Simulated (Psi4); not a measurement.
**SiPH5O2 (SMILES O[SiH2]OP): a chain of runs**

Aim: a geometry optimisation (MP2/def2-SVP), then the harmonic vibrations of SiPH5O2. 

The calculation is run with Psi4 1.11.

### Step 1. The structure to begin with

SiPH5O2 has 9 atoms, charge 0, and is taken as a singlet. SMILES: `O[SiH2]OP`. The coordinates come from a PBE0-D4/def2-TZVP relaxation. This is one conformer, not always the lowest. The run starts from this shape.

Bond lengths: O1–Si2 1.637 Å, Si2–O3 1.648 Å, O3–P4 1.646 Å, O1–H5 0.958 Å, Si2–H6 1.486 Å, Si2–H7 1.473 Å, P4–H8 1.424 Å, P4–H9 1.424 Å. Some angles: O1–Si2–O3 112.6°, Si2–O3–P4 125.8°, O1–Si2–H6 109.8°, O1–Si2–H7 106.9°, O3–Si2–H6 108.4°, O3–Si2–H7 105.8°, Si2–O1–H5 118.2°, O3–P4–H8 98.7°, O3–P4–H9 98.7°, H6–Si2–H7 113.3°.

### Step 2. A geometry optimisation at MP2/def2-SVP (density fitting, density fitting for correlation) (run 1)

Contents of h5o2psi.in:

```
memory 1600 MB

molecule geom {
  0 1
  O     -0.307900     1.144300    -1.642900
  Si     0.817700     0.562000    -0.606400
  O      0.302400    -0.778100     0.201800
  P     -0.942200    -0.834900     1.277600
  H     -0.998700     1.706900    -1.290600
  H      1.170600     1.605300     0.391300
  H      1.964500     0.123500    -1.421100
  H     -0.305900    -1.590900     2.302600
  H     -1.612000    -1.984300     0.770600
}

set globals {
  basis           def2-SVP
  geom_maxiter    60
  num_frozen_docc 12
}

E = opt('mp2')
```

Launch:

```sh
$ psi4 -i h5o2psi.in -o h5o2psi.out -n 1
```

h5o2psi.out:

```text
[...]
  Running in c1 symmetry.
[...]
  Nuclear repulsion =  233.152845558399036
[...]
  Multiplicity = 1
[...]
  Nalpha       = 25
  Nbeta        = 25
[...]
    Number of basis functions: 89
[...]
   @DF-RHF iter   1:  -781.94410206380530   -7.24357e-01   5.90147e-03 DIIS/ADIIS
[...]
   @DF-RHF iter  11:  -782.07343157699336    1.59162e-12   4.61698e-11 DIIS
[...]
  @DF-RHF Final Energy:  -782.07343157699336
   => Energetics <=
    Nuclear Repulsion Energy =            230.3267001430481571
    One-Electron Energy =               -1541.1747726894391235
    Two-Electron Energy =                 528.7746409693976375
    Total Energy =                       -782.0734315769933573
[...]
 Multipole Moments:
 ------------------------------------------------------------------------------------
     Multipole            Electronic (a.u.)      Nuclear  (a.u.)        Total (a.u.)
 ------------------------------------------------------------------------------------
 L = 1.  Multiply by 2.5417464519 to convert [e a0] to [Debye]
 Dipole X            :         -1.8187336            1.4183786           -0.4003551
 Dipole Y            :         -0.6195610            0.8416373            0.2220763
 Dipole Z            :          1.0279259           -0.4114073            0.6165186
 Magnitude           :                                                    0.7679175
[...]
  -Total Gradient:
     Atom            X                  Y                   Z
    ------   -----------------  -----------------  -----------------
       1        0.000028868013    -0.000005856869     0.000047755454
       2        0.000006508315     0.000146387040    -0.000031945555
       3        0.000003661236    -0.000132219559    -0.000036711263
       4       -0.000026876469     0.000041548961     0.000032477380
       5       -0.000001558792    -0.000025942414    -0.000017799667
       6       -0.000010932817    -0.000010528877     0.000000085168
       7       -0.000002208209    -0.000012970475    -0.000004291192
       8        0.000000577356     0.000002339929     0.000010628639
       9        0.000001961372    -0.000002757736    -0.000000198963
[...]
    Final optimized geometry and variables:
    Molecular point group: c1
    Full point group: C1
    Geometry (in Angstrom), charge = 0, multiplicity = 1:
    O           -0.246759681806     1.224980723656    -1.634189044805
    SI           0.914588902655     0.617530963848    -0.612439338161
    O            0.395573122152    -0.734385871964     0.223875170610
    P           -0.922015247400    -0.813801242905     1.254976380803
    H           -0.950918349382     1.736666647801    -1.222163027458
    H            1.314779562015     1.654858958673     0.368052190822
    H            2.036192089623     0.178486298519    -1.449810104357
    H           -0.307184963617    -1.476529269694     2.348160248869
    H           -1.506818179721    -2.011281027834     0.770069343288
    Psi4 run time: 0:01:11.52
[...]
```

Standard output:

```text
Optimizer: Optimization complete!
```

Run time: 74 s. Hardware: 1 thread of AMD EPYC 7R43 (Zen 3), shared host; peak memory 0.26 GiB.

The path in brief:

```
step  energy from the first frame kept (eV)  largest force (eV/Å)
   0                                 0.0000                0.9528
   1                                -0.0339                0.2715
   2                                -0.0368                0.1296
   3                                -0.0375                0.0386
   4                                -0.0378                0.0258
   5                                -0.0379                0.0250
   6                                -0.0381                0.0206
   7                                -0.0382                0.0257
   8                                -0.0383                0.0183
   9                                -0.0383                0.0077
```

After the run. Bond lengths: O1–Si2 1.662 Å, Si2–O3 1.672 Å, O3–P4 1.675 Å, O1–H5 0.963 Å, Si2–H6 1.482 Å, Si2–H7 1.467 Å, P4–H8 1.419 Å, P4–H9 1.418 Å. Some angles: O1–Si2–O3 112.7°, Si2–O3–P4 126.2°, O1–Si2–H6 109.8°, O1–Si2–H7 107.0°, O3–Si2–H6 108.6°, O3–Si2–H7 106.3°, Si2–O1–H5 116.2°, O3–P4–H8 99.0°, O3–P4–H9 98.9°, H6–Si2–H7 112.4°.

### Step 3. Vibrational wavenumbers at MP2/def2-SVP (density fitting, density fitting for correlation) (run 2)

Contents of run.py:

```python
import psi4

psi4.set_memory('1600 MB')
psi4.set_num_threads(1)
psi4.set_output_file('run.log', False)

mol = psi4.geometry("""
0 1
O
Si 1 1.661836
O 2 1.672267 1 112.71169
P 3 1.674968 2 126.18106 1 -59.14754
H 1 0.963031 2 116.24088 3 77.28786
H 2 1.482419 1 109.84845 5 -43.93787
H 2 1.466951 6 112.36929 3 -117.30688
H 4 1.418547 3 98.95185 2 -132.31006
H 4 1.418128 8 92.73652 3 99.41232
""")

psi4.set_options(dict(basis='def2-SVP', t=900.0, num_frozen_docc=12, rotational_symmetry_number=1))

result, w = psi4.frequencies("mp2", return_wfn=True)
print('E =', round(result, 9))
print('wavenumbers / cm^-1:', w.frequencies().np.round(1))
for k in ('ZPVE', 'ENTHALPY', 'GIBBS FREE ENERGY'):
    print(f'{k}: {psi4.variable(k):.8f} Eh')
```

Launch:

```sh
$ python run.py
```

run.log, cut to the lines that bear on the results:

```text
[...]
  Running in c1 symmetry.
[...]
  Nuclear repulsion =  230.331781898338278
[...]
  Multiplicity = 1
[...]
  Nalpha       = 25
  Nbeta        = 25
[...]
    Number of basis functions: 89
[...]
   @DF-RHF iter   1:  -781.94283708547948   -8.33900e-01   5.90700e-03 ADIIS/DIIS
[...]
   @DF-RHF iter  15:  -782.07342581701789    4.20641e-12   3.90355e-11 DIIS
[...]
  @DF-RHF Final Energy:  -782.07342581701789
   => Energetics <=
    Nuclear Repulsion Energy =            230.3164945798589542
    One-Electron Energy =               -1541.1536832792985479
    Two-Electron Energy =                 528.7637628824217018
    Total Energy =                       -782.0734258170178919
[...]
  -Total Gradient:
     Atom            X                  Y                   Z
    ------   -----------------  -----------------  -----------------
       1       -0.000021385016     0.000003081945     0.000052948148
       2       -0.000058107172     0.000109185627    -0.000068656471
       3        0.000094566009    -0.000057285516     0.000055216467
       4        0.000020859257     0.000204259609    -0.000656531614
       5        0.000027715053    -0.000016283950    -0.000002894526
       6        0.000001692376    -0.000012988005    -0.000003608788
       7        0.000010103625    -0.000008612245     0.000000557617
       8       -0.000169280917    -0.000114941317     0.000762273336
       9        0.000093836790    -0.000106416145    -0.000139304168
[...]
  ==> Harmonic Vibrational Analysis <==
[...]
  Freq [cm^-1]                 47.5574             98.3850             143.4320
[...]
  IR activ [km/mol]             0.4411              4.1946              3.6782
[...]
  Freq [cm^-1]                 262.8605            354.2051            623.4878
[...]
  IR activ [km/mol]            115.4051            66.9308             27.5161
[...]
  Freq [cm^-1]                 904.0680            912.3110            945.7822
[...]
  IR activ [km/mol]            577.0659            31.3143             20.0831
[...]
  Freq [cm^-1]                 997.8370           1008.7907           1088.4428
[...]
  IR activ [km/mol]            149.5738            227.3916            262.7354
[...]
  Freq [cm^-1]                1174.5883           2302.9315           2392.9479
[...]
  IR activ [km/mol]            13.5933             167.7197            152.4677
[...]
  Freq [cm^-1]                2477.4647           2481.5695           3947.4694
[...]
```

Standard output:

```text
Warning: used thermodynamics relations inappropriate for low-frequency modes: ['47.5574' '98.3850' '143.4320' '262.8605' '354.2051' '623.4878']
E = -782.659919033
wavenumbers / cm^-1: [  47.6   98.4  143.4  262.9  354.2  623.5  666.2  792.9  863.6  904.1
  912.3  945.8  997.8 1008.8 1088.4 1174.6 2302.9 2392.9 2477.5 2481.6
 3947.5]
ZPVE: 0.05578492 Eh
ENTHALPY: -782.56535800 Eh
GIBBS FREE ENERGY: -782.73167969 Eh
```

Run time: 5.6 min. Hardware: 1 thread of AMD EPYC 7R43 (Zen 3), shared host; peak memory 0.25 GiB.

### Step 4. Results

```
                                                                   quantity              value
                               run 1, MP2/def2-SVP: total energy at the end      -782.65992 Eh
          run 1, MP2/def2-SVP: correlation energy (12 core orbitals frozen)         -586.5 mEh
                            run 2, MP2/def2-SVP: lowest harmonic wavenumber            48 cm⁻¹
                           run 2, MP2/def2-SVP: highest harmonic wavenumber          3947 cm⁻¹
                                     run 2, MP2/def2-SVP: zero-point energy       146.5 kJ/mol
run 2, MP2/def2-SVP: ideal-gas entropy at 900 K (symmetry number 1 as used)  116.0 cal/(mol K)
```

**Reading.** The optimisation (run 1, MP2/def2-SVP) took 10 steps and changed the energy by -0.038 eV. All 21 modes (run 2, MP2/def2-SVP) are real, so the shape is a minimum at this level.
